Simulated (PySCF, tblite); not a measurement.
# C6H14BNSi: geometry, infrared bands and NMR shifts

Wanted: the infrared bands and NMR shifts of C6H14BNSi (`CC#CCN([SiH3])B(C)C`), by calculation.

Programs: tblite 0.8.0 and PySCF 2.14.0, with density-fitted response routines of our own. Each step states its level of theory. These are calculated values for one molecule in the gas phase, unless marked as measured. Atoms are numbered from 0 throughout.

**1. The starting structure**

23 atoms, charge 0, multiplicity 1; geometry from: force field or distance geometry start.

Bonds of the start (Å): C0–C1 1.49, C1–C2 1.20, C2–C3 1.47, C3–N4 1.42, N4–Si5 1.80, N4–B6 1.52, B6–C7 1.58, B6–C8 1.59, C0–H9 1.10, C0–H10 1.11, C0–H11 1.10, C3–H12 1.12, C3–H13 1.13, Si5–H14 1.45, Si5–H15 1.46, Si5–H16 1.49, C7–H17 1.14, C7–H18 1.13, C7–H19 1.10, C8–H20 1.13, C8–H21 1.11, C8–H22 1.09.

**2. Geometry optimisation with GFN2-xTB**

Job settings and geometry (Å):

```
{"job": {"kind": "relax", "xc": "GFN2-xTB", "basis": "xTB"}, "charge": 0, "multiplicity": 1}
C      4.443100     0.164200    -0.483100
C      3.032900    -0.038000    -0.040500
C      1.912400    -0.210200     0.353500
C      0.533400    -0.400500     0.821200
N     -0.343000     0.425200     0.072100
Si    -0.231600    -0.018900    -1.667100
B     -1.791300     0.236000     0.477100
C     -2.945100     0.315000    -0.593900
C     -2.224200     0.070600     1.997600
H      4.379400     0.838200    -1.355500
H      5.007800     0.676200     0.329400
H      4.938300    -0.800400    -0.691600
H      0.311200    -1.495700     0.704000
H      0.471400    -0.194600     1.932100
H     -1.048100    -1.189100    -1.942600
H     -0.733400     1.061000    -2.515500
H      1.196700    -0.222000    -2.041100
H     -3.436100    -0.701700    -0.755600
H     -3.770700     0.909600    -0.103200
H     -2.633000     0.767700    -1.547700
H     -3.301600     0.382400     2.127700
H     -1.605700     0.711300     2.663100
H     -2.167500    -0.986400     2.269900
```

Run with:

```
> OMP_NUM_THREADS=1 python probes_run.py task.json out
```

One launch serves the whole session: the jobs run in the order shown.

**Question.** This job is followed by: GFN2-xTB harmonic vibrations, gas phase; GIAO PBE0/pcSseg-1 NMR shielding, non-relativistic, gas phase. What will the session give for the following? strongest single infrared mode (GFN2-xTB); zero-point energy (GFN2-xTB); 13C shifts against TMS (PBE0/pcSseg-1, means over atoms taken as alike); 1H shifts against TMS (PBE0/pcSseg-1, means over atoms taken as alike); 15N shifts against NH3 (PBE0/pcSseg-1); 29Si shifts against TMS (PBE0/pcSseg-1); 11B shifts against BF3·OEt2 (PBE0/pcSseg-1).

As calculated:

| quantity | value |
| --- | --- |
| strongest single infrared mode (GFN2-xTB) | 824 cm⁻¹, 430 km/mol |
| zero-point energy (GFN2-xTB) | 114.0 kcal/mol |
| 13C shifts against TMS (PBE0/pcSseg-1, means over atoms taken as alike) | 86.4, 86.3, 44.2, 8.5, 4.7 ppm |
| 1H shifts against TMS (PBE0/pcSseg-1, means over atoms taken as alike) | 4.81, 3.92, 1.98, 0.65 ppm |
| 15N shifts against NH3 (PBE0/pcSseg-1) | 113.0 ppm |
| 29Si shifts against TMS (PBE0/pcSseg-1) | -43.3 ppm |
| 11B shifts against BF3·OEt2 (PBE0/pcSseg-1) | 52.0 ppm |

Relaxing lowered the energy by 1.281 eV in 251 steps; the close pair that moved most is N4–B6, from 1.516 to 1.411 Å. The lowest mode is imaginary (41i cm⁻¹), so the xTB geometry is not a minimum. The strongest single mode, at 824 cm⁻¹, is spread over several atoms, H16, H14, H15, Si5 among them. GFN2-xTB is a fitted tight-binding method: band positions and strengths are rough. Its intensities can rank the bands wrongly. At PBE0/pcSseg-1: Shielding is most anisotropic at C2 (span 273 ppm, paramagnetic term -167 ppm).
